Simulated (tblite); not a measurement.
# C9H13F3O4: the cost of one run

Programs: PySCF 2.14.0 with density-fitted response routines of our own, and tblite 0.8.0. All values are computed, except where a source is named. Atoms count from 0 throughout.

## (1) The molecule as given

29 atoms, charge 0, multiplicity 1; geometry from: MMFF94s geometry. This is the first candidate.

Bonds of the start (Å): C0–C1 1.50, C0–H16 1.10, C0–H17 1.10, C0–H18 1.09, C10–H26 1.09, C10–H27 1.10, C10–H28 1.09, C12–F13 1.35, C12–F14 1.34, C12–F15 1.35, C1–O2 1.21, C1–O3 1.36, C4–C5 1.53, C4–C6 1.53, C4–H19 1.10, C5–H20 1.10, C5–H21 1.09, C5–H22 1.09, C6–C7 1.55, C6–H23 1.10, C6–H24 1.10, C7–C12 1.53, C7–H25 1.10, C7–O8 1.44 and more.

## (2) GFN2-xTB relaxation, isomer A, conformer 1

The job: settings as JSON, then the geometry in Å.

```
{"job": {"xc": "GFN2-xTB", "basis": "xTB", "kind": "relax"}, "charge": 0, "multiplicity": 1}
C     -2.835300     1.952100     1.014300
C     -2.032100     1.484300    -0.156800
O     -1.671300     2.180600    -1.080400
O     -1.729800     0.166700    -0.003800
C     -0.937500    -0.438700    -1.032400
C     -1.877800    -0.995000    -2.109800
C     -0.096800    -1.555700    -0.416300
C      0.846300    -1.031900     0.692800
O      1.735200    -0.069300     0.085000
C      2.171200     0.913800     0.920000
C      3.100700     1.830700     0.180300
O      1.850200     1.037100     2.089000
C      1.624900    -2.188700     1.320400
F      2.491300    -1.769700     2.261300
F      0.795600    -3.083500     1.885100
F      2.353300    -2.847300     0.388600
H     -3.088300     3.015200     0.880900
H     -3.776700     1.380600     1.071100
H     -2.270800     1.850200     1.945100
H     -0.260600     0.304100    -1.488100
H     -2.477000    -0.186900    -2.546200
H     -2.578800    -1.709800    -1.672600
H     -1.306900    -1.481500    -2.893900
H      0.485300    -2.046900    -1.203900
H     -0.761300    -2.311800     0.024000
H      0.223500    -0.565900     1.476500
H      3.955300     1.270400    -0.206600
H      3.479700     2.594800     0.875000
H      2.568600     2.330200    -0.631700
```

Run with:

```console
OMP_NUM_THREADS=1 python ens_run.py task.json out
```

The driver reads the study from task.json and runs its stages one after another.

Q: Estimate the wall time of this first job on 1 thread of Arm Neoverse V2, shared host.

About 2.5 s.
